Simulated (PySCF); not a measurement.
# C7H14N2: the cost of one run

Computed with PySCF 2.14.0 and routines of our own; the level stands in each step. Atoms count from 0.

## (1) The starting structure

23 atoms, charge 0, multiplicity 1; geometry from: GFN2-xTB.

## (2) Vibronic structure: TDDFT BHandHLYP/def2-SV(P)

What the job is given:

```
{"job": {"kind": "vib", "xc": "BHandHLYP", "basis": "def2-SV(P)", "tda": false}, "charge": 0, "multiplicity": 1}
C     -4.291866     1.161142     0.347005
C     -3.198870     0.738156     0.099780
C     -1.927795     0.104937    -0.224934
N     -2.081265    -1.237558    -0.782117
C     -1.042955     0.011802     1.043819
N      0.249309    -0.592583     0.830337
C      1.190965     0.210434     0.072567
C      2.568315    -0.448473     0.080708
C      3.611644     0.429781    -0.598041
H     -5.231403     1.571882     0.570216
H     -1.412946     0.715013    -0.978925
H     -2.574177    -1.829818    -0.119882
H     -2.628838    -1.206862    -1.635582
H     -1.572479    -0.591583     1.788962
H     -0.899147     1.014714     1.455076
H      0.117665    -1.489009     0.369679
H      1.254950     1.188836     0.560201
H      0.880994     0.374053    -0.973550
H      2.856169    -0.640177     1.115309
H      2.508354    -1.410919    -0.432012
H      4.584515    -0.055674    -0.591399
H      3.700473     1.383558    -0.082217
H      3.333636     0.625331    -1.631980
```

Level: TDDFT BHandHLYP/def2-SV(P) vertical-gradient vibronic structure (displaced harmonic oscillators, Condon), gas phase.

Started as:

```bash
$ OMP_NUM_THREADS=1 python excited_run.py task.json out
```

This one command runs all jobs of the session in turn.

Q: Estimate the wall time and peak memory of this first job on 1 thread of Intel Xeon Platinum 8488C, shared host.

About 61 s, with a peak of 0.96 GiB.
